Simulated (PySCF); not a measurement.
# The bond of MgIn+, level by level

An exercise on one series of results from a longer session: the logs are not shown, and one member is left open.

Method: Mg cc-pVDZ, In cc-pVDZ-PP with ECP28, scalar-relativistic core potentials; program: PySCF 2.14.0.

The first run:

The job is set up so:

```yaml
atoms: Mg, In
charge: 1
basis: Mg cc-pVDZ, In cc-pVDZ-PP with ECP28
Hamiltonian: scalar-relativistic core potentials
basis_functions: 41
electrons_treated: 32
masses_in_u: 23.9850, 114.9039
levels: PBE0, PBE, r²SCAN, M06-2X, B2PLYP, PW91, ωB97X, HF, MP2, SCS-MP2, CCSD, CCSD(T)
grid: 80 radial by 434 angular points
occupations: held fixed by the projection of orbital angular momentum
dissociation_limit: Mg + In+, each in its ground configuration
starting_distance_in_angstrom: 2.845
values_of_2S_to_try: 0, 2
```

Launch:

```sh
> OMP_NUM_THREADS=1 python dia.py task.json out
```

Steps of the session up to this table: The job; PBE0 along the bond; Excited determinants; PBE (GGA); r²SCAN (meta-GGA); M06-2X; B2PLYP; PW91 (GGA); ωB97X; RHF (mean field); MP2 and coupled cluster.

One of the session's tables, all rows but one given; the rest of the session is left out.

Energy (eV) from each level's lowest point:

```
R (Å)    RHF  RHF-MP2  RHF-SCS-MP2  RHF-CCSD  RHF-CCSD(T)
2.845  0.368    0.246        0.268       n/a          n/a
2.977  0.204    0.113        0.129     0.115        0.108
3.110      ?        ?            ?         ?            ?
3.209  0.051    0.010        0.016     0.011        0.009
3.308  0.020    0.000        0.001     0.000        0.000
3.407  0.004    0.003        0.000     0.002        0.005
3.540  0.000    0.023        0.014     0.020        0.026
3.705  0.013    0.063        0.048     0.059        0.067
3.903  0.045    0.124        0.102     0.116        0.129
4.168  0.101    0.210        0.180       n/a          n/a
```

Estimate the missing values for R (Å) = 3.110.

Worked estimate for «RHF». A straight line through the neighbours (2.977, 0.204) and (3.209, 0.051) gives 0.204 + (0.051 − 0.204) × (3.110 − 2.977) / (3.209 − 2.977) = 0.116; a parabola fitted to 4 rows on both sides gives 0.097.

**Answer.** RHF: 0.100; RHF-MP2: 0.038; RHF-SCS-MP2: 0.048; RHF-CCSD: 0.040; RHF-CCSD(T): 0.035. In «RHF» the line misses by +0.016 and the parabola by -0.003.
